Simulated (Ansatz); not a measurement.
# C4H7InO: basis-set convergence

The task here is to estimate one member of a computed series from the others.

Method: one geometry, several basis sets; program: Ansatz 0.2.0, Gaussian basis.

Levels to be run: PBE0-D4/def2-SVP; ωB97M-V/def2-SVP; PBE0-D4/def2-QZVPP; ωB97M-V/def2-QZVPP; the functionals' def2-TZVPP values are taken from earlier runs.

1 further run of the same task is left out (for a known fault of the program). Runs told in other sessions of the task aren't counted.

**The relaxed structure**

All runs share one geometry, relaxed beforehand with PBE0-D4 in a triple-zeta def2 set. In takes the def2 core potential; no spin-orbit term is included.

SMILES `C#C[C](C)(O)[InH2]`, 13 atoms, charge 0, spin multiplicity 1.

Atoms are counted from 1 here; the program's logs count them from 0.

Bond lengths: C1–C2 1.205 Å, C1–H7 1.064 Å, C2–C3 1.441 Å, C3–C4 1.517 Å, C3–O5 1.438 Å, C3–In6 2.210 Å, C4–H8 1.092 Å, C4–H9 1.091 Å, C4–H10 1.097 Å, O5–H11 0.965 Å, In6–H12 1.727 Å, In6–H13 1.719 Å. Angles: C2–C1–H7 179.3°, C1–C2–C3 179.9°, C2–C3–C4 112.2°, C2–C3–O5 111.6°, C2–C3–In6 110.1°, C4–C3–O5 111.1°, C4–C3–In6 115.4°, O5–C3–In6 95.4°, C3–C4–H8 110.9°, C3–C4–H9 110.5°, C3–C4–H10 110.6°, H8–C4–H9 108.6°, H8–C4–H10 107.7°, H9–C4–H10 108.4°, C3–O5–H11 108.9°, C3–In6–H12 116.5°, C3–In6–H13 118.1°, H12–In6–H13 125.2°.

Set-up of the first run:

Contents of in.yaml:

```yaml
crystal:
  periodic: [false, false, false]
  atoms:
    - {symbol: C, position_ang: [-2.148029, 0.357740, 1.293064]}
    - {symbol: C, position_ang: [-1.079280, 0.168830, 0.769813]}
    - {symbol: C, position_ang: [0.199210, -0.054794, 0.144559]}
    - {symbol: C, position_ang: [0.343001, -1.473352, -0.372983]}
    - {symbol: O, position_ang: [1.285258, 0.287899, 1.023246]}
    - {symbol: In, position_ang: [0.614961, 1.538586, -1.329035]}
    - {symbol: H, position_ang: [-3.092654, 0.535946, 1.749255]}
    - {symbol: H, position_ang: [-0.450030, -1.709609, -1.086280]}
    - {symbol: H, position_ang: [1.306725, -1.604193, -0.868436]}
    - {symbol: H, position_ang: [0.276380, -2.194206, 0.451171]}
    - {symbol: H, position_ang: [1.109395, -0.081035, 1.897262]}
    - {symbol: H, position_ang: [1.646148, 1.118504, -2.649473]}
    - {symbol: H, position_ang: [-0.011107, 3.109685, -1.022152]}
basis:
  gaussian: {orbitals: def2-SVP}
hamiltonian: {xc: pbe0, dispersion: d4}
output: {orbitals: {seedname: orbitals}}
```

Command:

```
$ ansatz run in.yaml --threads 4 --pin off --events-out ev --progress --plain --max-ram 10444MiB
```

Steps of the session up to this table: PBE0-D4 in def2-SVP; ωB97M-V in def2-SVP; PBE0-D4 in def2-QZVPP; ωB97M-V in def2-QZVPP.

One of the session's tables, all rows but one given; the rest of the session is left out.

It belongs to the step «Functionals by basis». 

| functional | basis | HOMO (eV) | LUMO (eV) |
| --- | --- | --- | --- |
| PBE0-D4 | def2-SVP | -6.44 | -1.48 |
| PBE0-D4 | def2-TZVPP | -6.53 | -1.59 |
| PBE0-D4 | def2-QZVPP | -6.55 | -1.61 |
| ωB97M-V | def2-SVP | -8.50 | 0.10 |
| ωB97M-V | def2-TZVPP | ? | ? |
| ωB97M-V | def2-QZVPP | -8.63 | -0.17 |

Q: Estimate the row for ωB97M-V, def2-TZVPP from the others.

The run gave: HOMO (eV): -8.61; LUMO (eV): -0.12. In the column «HOMO (eV)» it lies between ωB97M-V, def2-QZVPP (-8.63) and ωB97M-V, def2-SVP (-8.50).
